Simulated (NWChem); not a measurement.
# BHF2 (SMILES FBF): BP86/6-31+G(d) (spherical functions)

Aim: the electronic atomisation energy of BHF2 at BP86/6-31+G* (spherical functions), from 4 runs. 

The calculation is run with NWChem 7.3.0.

5 further runs of the same task are left out: 5 set aside as unsound or not needed.

### 1 Starting point

BHF2: 4 atoms, total charge 0, spin state singlet. SMILES: `FBF`. The shape is that of a PBE0-D4/def2-TZVP optimisation.

Bond lengths: F1–B2 1.313 Å, B2–F3 1.313 Å, B2–H4 1.191 Å. Angles: F1–B2–F3 118.1°, F1–B2–H4 121.0°, F3–B2–H4 121.0°.

### 2 A single-point energy at BP86/6-31+G(d) (spherical functions) (run 1)

bf2h.nw reads:

```
start bf2h
memory 2200 mb

geometry units bohr noautosym nocenter noautoz
   F    2.18131087   0.86341587  -0.68389188
   B   -0.00359048  -0.05858151   0.04762110
   F   -2.07000600   0.99909820  -0.82940080
   H   -0.10771439  -1.80393256   1.46567158
end

basis "ao basis" spherical bse
   * library 6-31+G*
end

dft
   xc becke88 perdew86
   grid fine
   convergence energy 1e-08
   iterations 100
   mulliken
   print low
end

task dft energy
```

Run with:

```bash
$ nwchem bf2h.nw > bf2h.out
```

The log of the run (excerpt; [...] marks lines left out):

```text
[...]
 d= 0,ls=0.0,diis     1   -225.1601756650 -2.87D+02  2.34D-02  7.23D-01     0.5
[...]
 d= 0,ls=0.0,diis     7   -225.2444275349 -5.26D-10  8.52D-06  1.45D-07     2.3
         Total DFT energy =     -225.244427534906
      One electron energy =     -434.782547765073
           Coulomb energy =      173.014948324630
    Exchange-Corr. energy =      -25.365382787497
 Nuclear repulsion energy =       61.888554693035
[...]
      Total Density - Mulliken Population Analysis
     ---------------------------------------------
    Atom       Charge   Shell Charges
 -----------   ------   -------------------------------------------------------
    1 F    9     9.29   2.00  0.94  3.32  0.99  1.82  0.02  0.19  0.01
    2 B    5     4.42   2.00  0.55  1.37  0.23  0.07  0.04  0.02  0.16
    3 F    9     9.29   2.00  0.94  3.32  0.99  1.82  0.02  0.19  0.01
    4 H    1     1.00   0.52  0.48
[...]
```

It took 2.9 s on 1 thread of Intel Xeon Platinum 8488C (Sapphire Rapids), shared host; peak memory 0.1 GiB.

### 3 The B atom at the same level (run 2)

geom.nw reads:

```
start geom
title "B"
memory 2200 mb
charge 0

geometry units angstroms noautosym nocenter noautoz
  B      0.000000     0.000000     0.000000
end

basis spherical bse
  * library 6-31+G*
end

dft
  xc becke88 perdew86
  mult 2
  grid fine
  convergence energy 1e-08
  maxiter 100
  mulliken
  noprint "final vectors analysis"
end

task dft energy
```

Run the same way, it converges to -24.64561 Eh (log not shown).

### 4 The F atom at the same level (run 3)

f.nw reads:

```
start f
memory total 2200 mb

geometry units angstrom noautosym nocenter noautoz
F     0.000000    0.000000    0.000000
end

basis spherical bse
* library 6-31+G*
end

dft
xc becke88 perdew86
mult 2
grid fine
convergence energy 1e-08
maxiter 100
mulliken
noprint "final vectors analysis"
end

task dft energy
```

Run the same way, it converges to -99.72102 Eh (log not shown).

### 5 The H atom, same level (run 4)

a.nw reads:

```
START a
TITLE "H energy"
memory total 2200 mb

GEOMETRY units angstrom noautosym nocenter noautoz
H     0.000000    0.000000    0.000000
END

BASIS spherical bse
* library 6-31+G*
END

DFT
xc becke88 perdew86
mult 2
grid fine
convergence energy 1e-08
maxiter 100
mulliken
noprint "final vectors analysis"
END

TASK dft energy
```

Run with:

```bash
$ nwchem a.nw > a.out
```

The log of the run (excerpt; [...] marks lines left out):

```text
[...]
          Wavefunction type:  spin polarized.
          No. of atoms     :     1
          No. of electrons :     1
[...]
          Charge           :     0
          Spin multiplicity:     2
[...]
          AO basis - number of functions:     2
[...]
              XC Information
              --------------
                    Becke 1988 Exchange Functional  1.000
                Perdew 1981 Correlation Functional  1.000 local
                Perdew 1986 Correlation Functional  1.000 non-local
[...]
 d= 0,ls=0.0,diis     1     -0.4980924398 -4.98D-01  1.74D-03  5.71D-06     0.0
[...]
  Singularity in Pulay matrix. Error and Fock matrices removed.
 d= 0,ls=0.0,diis     3     -0.4980990207 -3.70D-06  6.08D-06  8.88D-11     0.1
[...]
  Singularity in Pulay matrix. Error and Fock matrices removed.
 d= 0,ls=0.0,diis     4     -0.4980990207 -4.47D-11  4.41D-07  4.05D-13     0.1
[...]
         Total DFT energy =       -0.498099020711
      One electron energy =       -0.498230081206
           Coulomb energy =        0.313717319309
    Exchange-Corr. energy =       -0.313586258814
 Nuclear repulsion energy =        0.000000000000
[...]
      Total Density - Mulliken Population Analysis
     ---------------------------------------------
    Atom       Charge   Shell Charges
 -----------   ------   -------------------------------------------------------
    1 H    1     1.00   0.37  0.63
     --------------------------------------------
      Spin Density - Mulliken Population Analysis
     --------------------------------------------
    Atom       Charge   Shell Charges
 -----------   ------   -------------------------------------------------------
    1 H    1     1.00   0.37  0.63
[...]
      <S2> =      0.7500 (Exact =     0.7500)
[...]
```

Wall time 0.64 s (1 thread of Intel Xeon Platinum 8488C (Sapphire Rapids), shared host); peak memory 0.1 GiB.

### 6 All runs side by side

```tsv
run	level	partner	energy (Eh)	wall time
1	BP86/6-31+G* (spherical functions)	base	-225.244428	2.9 s
2	UBP86/6-31+G* (spherical functions)	atoms	-24.645607	0.8 s
3	UBP86/6-31+G* (spherical functions)	atoms	-99.721017	0.8 s
4	UBP86/6-31+G* (spherical functions)	atoms	-0.498099	0.64 s
```

### 7 Outcome

Level: BP86/6-31+G* (spherical functions).

| quantity | value |
| --- | --- |
| H atom: total energy | -0.49810 Eh |
| H atom: ⟨S²⟩ | 0.750 |
| electronic atomisation energy | 17.924 eV |

**Reading.** Taking the molecule apart into free atoms costs 17.92 eV (1729 kJ/mol), before zero-point energy and without spin-orbit coupling. All runs together took 5.2 s, the longest 2.9 s.
